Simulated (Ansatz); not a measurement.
# NiS2: how the settings move a single-point run

Question: which choices in the input matter for NiS2? The cell is built on a prototype (fluorite) and needn't be the phase found in nature.

Program: Ansatz 0.2.0. Level of theory: reference: DFT, r2SCAN, plane waves, PAW. These are calculated values, not measurements.

1 further run of the same task is left out (it didn't finish).

## 1. The structure to begin with

Symmetry: Fm-3m, No. 225, cubic system. The conventional cell has a = 5.679 Å, b = 5.679 Å, c = 5.679 Å, α = 90.00°, β = 90.00°, γ = 90.00°. Ni (site symmetry m-3m) has 8 S at 2.46 Å as nearest neighbours. S (site symmetry -43m) is surrounded by 4 Ni at 2.46 Å.

As a file:

```xyz
3
Lattice="0.0000 2.8397 2.8397 2.8397 0.0000 2.8397 2.8397 2.8397 0.0000" Properties=species:S:1:pos:R:3 pbc="T T T"
Ni    0.0000    0.0000    0.0000
S     1.4198    1.4198    1.4198
S     4.2595    4.2595    4.2595
```

## 2. The reference run

input.yaml reads:

```yaml
crystal:
  lattice:
    - [0.0, 2.8396653299, 2.8396653299]
    - [2.8396653299, 0.0, 2.8396653299]
    - [2.8396653299, 2.8396653299, 0.0]
  atoms:
    - { symbol: Ni, position: [0.0, 0.0, 0.0] }
    - { symbol: S, position: [0.25, 0.25, 0.25] }
    - { symbol: S, position: [0.75, 0.75, 0.75] }
kpoints:
  mp_grid: { grid: [6, 6, 6] }
hamiltonian:
  xc: r2scan
scf:
  occupations: { method: fermi_dirac, width: 0.02 }
  n_extra_bands: 4
output:
  forces: true
  stress: true
  eigenvalues: true
  write_density: true
  write_potential: true
  elf: true
  volumetric_format: npy
```

Started as:

```bash
$ ansatz run input.yaml --threads 4 --pin off --max-ram 3686MiB --backend cpu --events-out ev --progress --plain --runs-dir out
```

## 3. Changing settings: mp_grid.shift [0.5, 0.5, 0.5]

input.yaml, as its differences from that of step 2:

```diff
@@ -10,3 +10,3 @@
 kpoints:
-  mp_grid: { grid: [6, 6, 6] }
+  mp_grid: { grid: [6, 6, 6], shift: [0.5, 0.5, 0.5] }
 hamiltonian:
@@ -20,5 +20 @@
   eigenvalues: true
-  write_density: true
-  write_potential: true
-  elf: true
-  volumetric_format: npy
```

## 4. Changed: mp_grid.grid [4, 4, 4], xc hse06, accuracy low

input.yaml, as its differences from that of step 2:

```diff
@@ -10,5 +10,5 @@
 kpoints:
-  mp_grid: { grid: [6, 6, 6] }
+  mp_grid: { grid: [4, 4, 4] }
 hamiltonian:
-  xc: r2scan
+  xc: hse06
 scf:
@@ -20,5 +20,2 @@
   eigenvalues: true
-  write_density: true
-  write_potential: true
-  elf: true
-  volumetric_format: npy
+accuracy: low
```

What does the calculation give? Wanted: for each run, ending; energy change; pressure; gap; force.

As calculated:

```tsv
run	ending	energy change	pressure (GPa)	gap (eV)	force (eV/Å)	cycles	time
reference	converged	0	-0.1	0.00	0.00	9	2.3 s
1: mp_grid.shift [0.5, 0.5, 0.5]	converged	-1.0 meV/atom	0.0	0.00	0.06	9	2.5 s
2: mp_grid.grid [4, 4, 4], xc hse06, accuracy low	converged	not comparable	-1.6	0.00	0.00	38	11 s
```

Times don't compare one to one where runs were asked for different outputs or read a saved state (see the inputs); cycles may leave out searches for a lower state.

Residual by cycle in the longest SCF loop of each run; runs are numbered as in the table. The quantity is the density residual dr2, in eV.

```tsv
cycle	reference	run 1	run 2
1	0.881	0.922	0.00892
2	0.402	0.289	0.276
3	0.0291	0.0162	0.0264
4	0.0264	0.00277	0.00648
5	3.4e-4	4.7e-4	7.1e-7
6	1.2e-4	9.9e-5	3.8e-6
7	7.6e-6	1.1e-5	2.0e-6
8	6.2e-8	1.3e-7	2.7e-8
9	1.3e-10	3.7e-9	3.7e-9
10	-	-	1.7e-9
11	-	-	6.4e-11
```

«mp_grid.shift [0.5, 0.5, 0.5]» moves the energy by -1.0 meV/atom. Of the variants the dearest is «mp_grid.grid [4, 4, 4], xc hse06, accuracy low» (11 s), the cheapest «mp_grid.shift [0.5, 0.5, 0.5]» (2.5 s), on a shared host. The reference has no spin polarisation; with Ni present, a magnetic state may lie lower.
